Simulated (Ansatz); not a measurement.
**FH₈NSi₂ (built from SMILES F.N[SiH2][SiH3]): molecular dynamics**

Aim: follow the atoms for 40 steps of 0.5 fs with a Langevin thermostat, with velocities drawn for 300 K, and see to which side of the barrier the system falls.

Computed with Ansatz 0.2.0, Gaussian basis. Level: PBE0-D4/def2-SVP.

1 further run of the same task is left out (it didn't finish). Runs told in other sessions of the task aren't counted.

## Step 1: Starting geometry

The start, a first-order saddle point found at PBE0-D4 in triple zeta: 12 atoms, charge 0, spin multiplicity 1.

Atoms are counted from 1 here; the program's logs count them from 0.

Bond lengths: Si1–H3 1.505 Å, Si1–H4 1.477 Å, Si1–N5 1.691 Å, Si2–H8 1.493 Å, Si2–H9 1.485 Å, Si2–H10 1.484 Å, N5–H11 1.004 Å, N5–H12 1.004 Å, H6–F7 1.178 Å. Angles: H3–Si1–H4 104.7°, H3–Si1–N5 100.9°, H4–Si1–N5 123.6°, H8–Si2–H9 108.7°, H8–Si2–H10 108.7°, H9–Si2–H10 110.7°, Si1–N5–H11 121.9°, Si1–N5–H12 123.5°, H11–N5–H12 114.4°.

Coordinates:

```xyz
12

Si   -0.69516    0.24622   -0.49075
Si    0.71815   -1.35799    0.94213
H    -0.30354   -0.84249   -1.45261
H    -2.13401    0.02549   -0.23976
N    -0.08181    1.60808   -1.28300
H    -0.09221    0.26310    1.21505
F    -0.65821    1.29646    1.20355
H     1.11634   -1.37517    2.38082
H    -0.12618   -2.54837    0.66815
H     1.94519   -1.38175    0.10814
H     0.35363    1.54552   -2.18544
H    -0.04212    2.52070   -0.86628
```

## Step 2: Dynamics

md/in.yaml reads:

```yaml
crystal:
  periodic: [false, false, false]
  atoms:
    - {symbol: Si, position_ang: [-0.695156, 0.246217, -0.490754]}
    - {symbol: Si, position_ang: [0.718147, -1.357991, 0.942132]}
    - {symbol: H, position_ang: [-0.303536, -0.842491, -1.452615]}
    - {symbol: H, position_ang: [-2.134010, 0.025492, -0.239764]}
    - {symbol: N, position_ang: [-0.081805, 1.608079, -1.282998]}
    - {symbol: H, position_ang: [-0.092208, 0.263096, 1.215048]}
    - {symbol: F, position_ang: [-0.658206, 1.296462, 1.203554]}
    - {symbol: H, position_ang: [1.116342, -1.375169, 2.380823]}
    - {symbol: H, position_ang: [-0.126177, -2.548368, 0.668150]}
    - {symbol: H, position_ang: [1.945192, -1.381751, 0.108141]}
    - {symbol: H, position_ang: [0.353631, 1.545522, -2.185443]}
    - {symbol: H, position_ang: [-0.042116, 2.520701, -0.866275]}
basis:
  gaussian: {orbitals: def2-SVP}
hamiltonian: {xc: pbe0, dispersion: d4}
md: {n_steps: 40, timestep: 0.5, temperature: 300, ensemble: nvt_langevin, seed: 96, friction: 0.05, initial_velocities: maxwell_boltzmann}
```

Started as:

```console
$ ansatz run in.yaml --threads 4 --pin off --events-out ev --progress --plain --max-ram 9574MiB
```

Q: Predict the outcome of this session. Wanted: temperature at the start; mean temperature, second half; lowest and highest potential energy, from the first frame; largest change of potential + kinetic.

The runs gave:

| quantity | value |
| --- | --- |
| length | 40 steps, 20.0 fs |
| temperature at the start | 275 K |
| mean temperature, second half | 277 K |
| lowest and highest potential energy, from the first frame | 0 and 232 meV |
| largest change of potential + kinetic | 312.5 meV |

In words: By the last frame it has moved back towards the start side of the step. The thermostat trades energy with the molecule, so the sum of potential and kinetic energy isn't conserved: it changes by +227 meV over the run. The instant temperature ranges from 127 to 383 K, as energy passes between motion and strain. Under Langevin the temperature counts 3N degrees of freedom, more than the drawn velocities fill, so it starts at 275 K, not 300 K.
